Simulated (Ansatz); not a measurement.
**CH3AlFNO: how energies converge with the basis set**

Aim: see how fast density functionals converge with the basis set for CH3AlFNO.

The runs use Ansatz 0.2.0, Gaussian basis; one geometry, several basis sets.

Levels to be run: PBE0-D4/def2-SVP; ωB97M-V/def2-SVP; PBE0-D4/def2-QZVPP; ωB97M-V/def2-QZVPP; the functionals' def2-TZVPP values are taken from earlier runs.

### Step 1. The geometry

All runs share one geometry, relaxed beforehand with PBE0-D4 in a triple-zeta def2 set.

8 atoms, charge 0, spin multiplicity 1.

Atoms are counted from 1 here; the program's logs count them from 0.

Bond lengths: N1–C2 1.327 Å, N1–H6 1.008 Å, N1–H7 1.005 Å, C2–O3 1.227 Å, C2–H8 1.100 Å, O3–Al4 2.172 Å, Al4–F5 1.680 Å. Angles: C2–N1–H6 119.6°, C2–N1–H7 121.1°, H6–N1–H7 119.3°, N1–C2–O3 123.4°, N1–C2–H8 115.2°, O3–C2–H8 121.4°, C2–O3–Al4 118.9°, O3–Al4–F5 89.9°.

### Step 2. PBE0-D4 in def2-SVP

The input, in.yaml:

```yaml
crystal:
  periodic: [false, false, false]
  atoms:
    - {symbol: N, position_ang: [0.830561, -0.543439, 1.295433]}
    - {symbol: C, position_ang: [-0.114815, -0.189140, 0.433557]}
    - {symbol: O, position_ang: [0.122887, 0.272384, -0.678106]}
    - {symbol: Al, position_ang: [-1.539528, 0.802810, -1.972090]}
    - {symbol: F, position_ang: [-0.455497, 1.292058, -3.159028]}
    - {symbol: H, position_ang: [1.800040, -0.435779, 1.042800]}
    - {symbol: H, position_ang: [0.595494, -0.918204, 2.197344]}
    - {symbol: H, position_ang: [-1.146943, -0.337791, 0.784391]}
basis:
  gaussian: {orbitals: def2-SVP}
hamiltonian: {xc: pbe0, dispersion: d4}
output: {orbitals: {seedname: orbitals}}
```

The run is started by

```bash
$ ansatz run in.yaml --threads 2 --pin off --events-out ev --progress --plain --max-ram 4352MiB
```

The runs that follow: ωB97M-V in def2-SVP; PBE0-D4 in def2-QZVPP; ωB97M-V in def2-QZVPP.

Before running them: what should the planned runs give, taken together? Wanted: PBE0-D4: double and triple zeta above quadruple; ωB97M-V: double and triple zeta above quadruple.

As calculated:

| quantity | value |
| --- | --- |
| PBE0-D4: double and triple zeta above quadruple | 11.76, 0.62 eV |
| ωB97M-V: double and triple zeta above quadruple | 11.96, 0.61 eV |

In words: For PBE0-D4 the step from double to triple zeta gains 11.13 eV and the next only 0.62 eV. These are total energies; as a rule much of such shifts cancels in differences, which this series doesn't test. The LUMO of ωB97M-V is positive and keeps falling with the basis (1.63 to 0.84 eV): an unbound level that the basis holds in place.
